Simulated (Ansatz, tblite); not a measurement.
**Nido-B6H10 (SH for H, site d on B) (B₆H₁₀S): a ladder of methods and basis sets**

Aim: run the singlet of nido-B6H10 (SH for H, site d on B) (B₆H₁₀S) at one geometry on many levels, and compare frontier levels, spin and run time.

Method: as each input shows; program: Ansatz 0.2.0, Gaussian basis.

The runs, in order: GFN1-xTB, GFN2-xTB, PBE-D4/def2-TZVP, r2SCAN-D4/def2-TZVP, HSE06-D4/def2-TZVP, B2PLYP/def2-TZVP, LDA/def2-TZVP, PBE-D4/def2-SVP, PBE0-D4/def2-SVP, CCSD(T)/def2-SVP, MP2/def2-TZVP.

2 further runs of the same task are left out: 2 set aside as unsound or not needed.

### Step 1. The geometry

The singlet was relaxed beforehand with PBE0-D4/def2-SVP.

17 atoms, charge 0, spin multiplicity 1.

Bond lengths: B1–B2 1.730 Å, B1–B5 1.811 Å, B1–B6 1.652 Å, B1–H8 1.201 Å, B1–H14 1.346 Å, B2–B4 1.798 Å, B2–B5 1.774 Å, B2–H9 1.198 Å, B2–H14 1.342 Å, B2–H15 1.380 Å, B3–B4 1.798 Å, B3–B5 1.775 Å, B3–B6 1.729 Å, B3–H10 1.198 Å, B3–H16 1.380 Å, B3–H17 1.343 Å, B4–B5 1.750 Å, B4–H11 1.197 Å and more. Angles: B2–B1–B5 60.1°, B2–B1–B6 110.1°, B2–B1–H8 115.2°, B2–B1–H14 49.9°, B5–B1–B6 62.9°, B5–B1–H8 128.9°, B5–B1–H14 101.9°, B6–B1–H8 131.4°, B6–B1–H14 112.5°, H8–B1–H14 109.7°, B1–B2–B4 107.7°, B1–B2–B5 62.2°, B1–B2–H9 127.6°, B1–B2–H14 50.0°, B1–B2–H15 122.9°, B4–B2–B5 58.7°, B4–B2–H9 122.3°, B4–B2–H14 112.2° and more.

PBE0-D4/def2-TZVP was run before; its log isn't repeated, and its numbers join the tables.

### Step 2. GFN1-xTB

Tight binding, by tblite at 300 K electronic temperature and without a spin-polarisation term:

```python
tblite.interface.Calculator('GFN1-xTB', numbers, positions, charge=0, uhf=0).singlepoint()
```

Energy -472.8014 eV, HOMO -10.21 eV, LUMO -5.87 eV; 0.009 s.

### Step 3. GFN2-xTB

Tight binding, by tblite at 300 K electronic temperature and without a spin-polarisation term:

```python
tblite.interface.Calculator('GFN2-xTB', numbers, positions, charge=0, uhf=0).singlepoint()
```

Energy -426.1989 eV, HOMO -8.77 eV, LUMO -5.08 eV; 0.007 s.

### Step 4. PBE-D4/def2-TZVP

start.molden holds the orbitals of an earlier run on this state, given as this run's starting guess.

in.yaml

```yaml
crystal:
  periodic: [false, false, false]
  atoms:
    - {symbol: B, position_ang: [-0.985854, -1.171440, -0.081578]}
    - {symbol: B, position_ang: [-1.188780, 0.262453, 0.863998]}
    - {symbol: B, position_ang: [0.924685, 0.614268, -1.000175]}
    - {symbol: B, position_ang: [0.057176, 1.446612, 0.337184]}
    - {symbol: B, position_ang: [0.466902, -0.248573, 0.481497]}
    - {symbol: B, position_ang: [0.243081, -0.966365, -1.166345]}
    - {symbol: S, position_ang: [1.689923, -0.834842, 1.757243]}
    - {symbol: H, position_ang: [-1.476070, -2.163585, 0.383776]}
    - {symbol: H, position_ang: [-1.789675, 0.380563, 1.893511]}
    - {symbol: H, position_ang: [1.973203, 1.006862, -1.426129]}
    - {symbol: H, position_ang: [0.473232, 2.365007, 0.983048]}
    - {symbol: H, position_ang: [1.606618, -2.142134, 1.433525]}
    - {symbol: H, position_ang: [0.933200, -1.761468, -1.743141]}
    - {symbol: H, position_ang: [-1.915037, -0.201596, -0.165295]}
    - {symbol: H, position_ang: [-1.251357, 1.523519, 0.308004]}
    - {symbol: H, position_ang: [0.157250, 1.758655, -0.932161]}
    - {symbol: H, position_ang: [0.081502, 0.132057, -1.926965]}
basis:
  gaussian: {orbitals: def2-TZVP, initial_orbitals: start.molden}
hamiltonian: {xc: pbe, dispersion: d4}
scf: {omitted_lower_state_checks: [starts]}
output: {forces: true, orbitals: {seedname: orbitals}}
```

The run is started by

```sh
ansatz run in.yaml --threads 4 --pin off --events-out ev --progress --plain --max-ram 4787MiB
```

After this run come: r2SCAN-D4/def2-TZVP; HSE06-D4/def2-TZVP; B2PLYP/def2-TZVP; LDA/def2-TZVP; PBE-D4/def2-SVP; PBE0-D4/def2-SVP; CCSD(T)/def2-SVP; MP2/def2-TZVP.

Q: Predict the results of all the runs planned. Wanted: gap in def2-TZVP, named functionals, smallest and largest; correlation energy, CCSD(T)/def2-SVP; correlation energy, MP2/def2-TZVP; binding an atom, CCSD(T)/def2-SVP; PBE0 total energy, smallest basis above largest.

As calculated:

```
                                                 quantity                             value
gap in def2-TZVP, named functionals, smallest and largest  3.15 eV (LDA), 5.35 eV (PBE0-D4)
                     correlation energy, CCSD(T)/def2-SVP                         -23.33 eV
                        correlation energy, MP2/def2-TZVP                         -24.00 eV
                        binding an atom, CCSD(T)/def2-SVP                          3.539 eV
          PBE0 total energy, smallest basis above largest     7.94 eV (def2-SVP, def2-TZVP)
```

What this shows: Orbital gaps of the named functionals in def2-TZVP span 3.15 eV (LDA) to 5.35 eV (PBE0-D4); exact exchange widens it. The functionals in def2-TZVP miss CCSD(T)/def2-SVP by +0.226 (PBE0-D4) to +0.696 eV (LDA) an atom. The yardstick is in a double-zeta basis, so levels in larger sets aren't compared like for like. The reference is CCSD(T) in one finite basis, so it carries an error of its own, often a tenth of an eV or more, and near misses can't be ranked.
